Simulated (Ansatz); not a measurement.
# InH3 (SMILES [InH3]): CCSD(T)/STO-3G

What is the vertical ionisation energy of InH3 at CCSD(T)/STO-3G? 

The results are computed with Ansatz 0.2.0.

29 further runs of the same task are left out: 1 that didn't finish, 28 set aside as unsound or not needed.

## (1) The structure to begin with

InH3 has 4 atoms, charge 0, and is taken as a singlet. SMILES: `[InH3]`. Geometry: relaxed at PBE0-D4/def2-TZVP.

Bond lengths: In1–H2 1.724 Å, In1–H3 1.724 Å, In1–H4 1.724 Å. Angles: H2–In1–H3 120.0°, H2–In1–H4 120.0°, H3–In1–H4 120.0°.

## (2) A single-point energy at CCSD(T)/STO-3G

Contents of molecule.yaml:

```yaml
crystal:
  periodic: [false, false, false]
  atoms:
    - {symbol: In, position_ang: [0.013900, -0.015100, -0.005100]}
    - {symbol: H, position_ang: [0.415500, 1.516000, 0.678200]}
    - {symbol: H, position_ang: [-1.095600, -0.107300, -1.321400]}
    - {symbol: H, position_ang: [0.721800, -1.454000, 0.628000]}
basis:
  gaussian:
    orbitals: STO-3G
scf:
  omitted_lower_state_checks: [cluster_reference, increment]
accuracy: high
correlation:
  method: ccsd_t
  frozen_orbitals: {H: 0, In: 18}
total_charge: 0
```

Started as:

```sh
ansatz run molecule.yaml --threads 1 --pin off --max-ram 2610MiB --events-out events.jsonl --progress --plain --runs-dir runs
```

The log of the run, shortened:

```text
Warning: RAYON_NUM_THREADS=1 ignored (pool sized by the plan → 1); use --threads N
Functional definition: HF
  name "HF"
[...]
526 factors; integrals over basis functions are off by at most 3.8e-9 eV
[...]
mean field -154685.35710423 eV, -5684.5820240795 hartree, gradient 1.2e-8 eV, S^2 0.000000; 0 other end points of the search recorded, 0 dependent functions left out
18 core orbitals not correlated: weight in the atoms' cores, before any rotation towards them, 1.000 or more for the frozen orbitals, at most 0.000 for the correlated occupied ones
reference -154685.35710423 eV, -5684.5820240795 hartree; 8, 8 occupied and 4, 4 virtual orbitals, 526 factors
second order -0.92557441 eV of doubles, -0.00000000 eV of singles
cycle   1  -1.22439587 eV  change   -3.0e-1 eV  update   5.0e-2
[...]
cycle  17  -1.40166369 eV  change  -1.5e-10 eV  update  6.0e-10
perturbative correction -0.01249950 eV, -0.0004593480 hartree
Total energy: -154686.77126741 eV, -5684.6339936181 hartree
Checks for a lower state left out: cluster_reference, increment
```

Wall time 0.48 s (1 thread of Arm Neoverse V1, shared host).

## (3) The doublet cation

Contents of molecule.yaml:

```yaml
basis:
  gaussian:
    orbitals: STO-3G
crystal:
  periodic: [false, false, false]
  atoms:
    - symbol: In
      position_ang: [0.013900, -0.015100, -0.005100]
    - symbol: H
      position_ang: [0.415500, 1.516000, 0.678200]
    - symbol: H
      position_ang: [-1.095600, -0.107300, -1.321400]
    - symbol: H
      position_ang: [0.721800, -1.454000, 0.628000]
accuracy: high
total_charge: 1
correlation:
  method: ccsd_t
  frozen_orbitals: {H: 0, In: 18}
magnetization:
  spin_polarized: true
  initial_magnetization: 1
scf:
  omitted_lower_state_checks: [cluster_reference, increment]
```

Started as:

```sh
ansatz run molecule.yaml --threads 1 --pin off --max-ram 2610MiB --events-out events.jsonl --progress --plain --runs-dir runs
```

The log of the run, shortened:

```text
Warning: RAYON_NUM_THREADS=1 ignored (pool sized by the plan → 1); use --threads N
[... 2 set-up lines as earlier in the session ...]
[...]
523 factors; integrals over basis functions are off by at most 3.9e-9 eV
[...]
mean field -154677.41480182 eV, -5684.2901498496 hartree, gradient 2.8e-8 eV, S^2 0.839801; 4 other end points of the search recorded, 0 dependent functions left out
18 core orbitals not correlated: weight in the atoms' cores, before any rotation towards them, 1.000 or more for the frozen orbitals, at most 0.000 for the correlated occupied ones
reference -154677.41480182 eV, -5684.2901498496 hartree; 8, 7 occupied and 4, 5 virtual orbitals, 523 factors
second order -0.80662186 eV of doubles, -0.00000000 eV of singles
cycle   1  -1.11645111 eV  change   -3.1e-1 eV  update   6.3e-2
[...]
cycle  25  -1.44682113 eV  change   -1.1e-9 eV  update   1.4e-9
perturbative correction -0.02185005 eV, -0.0008029744 hartree
Total energy: -154678.88347300 eV, -5684.3441225199 hartree
Checks for a lower state left out: cluster_reference, increment
```

Run time: 1.5 s. Hardware: 1 thread of Arm Neoverse V1, shared host; peak memory 0.092 GiB.

## (4) Results

At CCSD(T)/STO-3G, 18 core orbitals frozen:

| quantity | value |
| --- | --- |
| singlet InH3: total energy | -5684.63399 Eh |
| singlet InH3: correlation energy (18 core orbitals frozen) | -52.0 mEh |
| singlet InH3: (T) correction | -0.46 mEh |
| singlet InH3: T1 diagnostic | 0.005 |
| doublet cation: total energy | -5684.34412 Eh |
| doublet cation: correlation energy (18 core orbitals frozen) | -54.0 mEh |
| doublet cation: (T) correction | -0.80 mEh |
| doublet cation: ⟨S²⟩ of the reference determinant | 0.840 |
| doublet cation: T1 diagnostic | 0.018 |
| vertical ionisation energy (to the doublet cation) | 7.888 eV |

**Reading.** Removing an electron at fixed nuclei costs 7.89 eV (182 kcal/mol). In a minimal basis such a difference can be off by several eV, whatever the method. The triples (singlet InH3) make up 0.9 % of the correlation energy. Relativity is left out (singlet InH3) although the molecule holds a heavy atom. The triples (doublet cation) make up 1.5 % of the correlation energy. Relativity is left out (doublet cation) although the molecule holds a heavy atom.
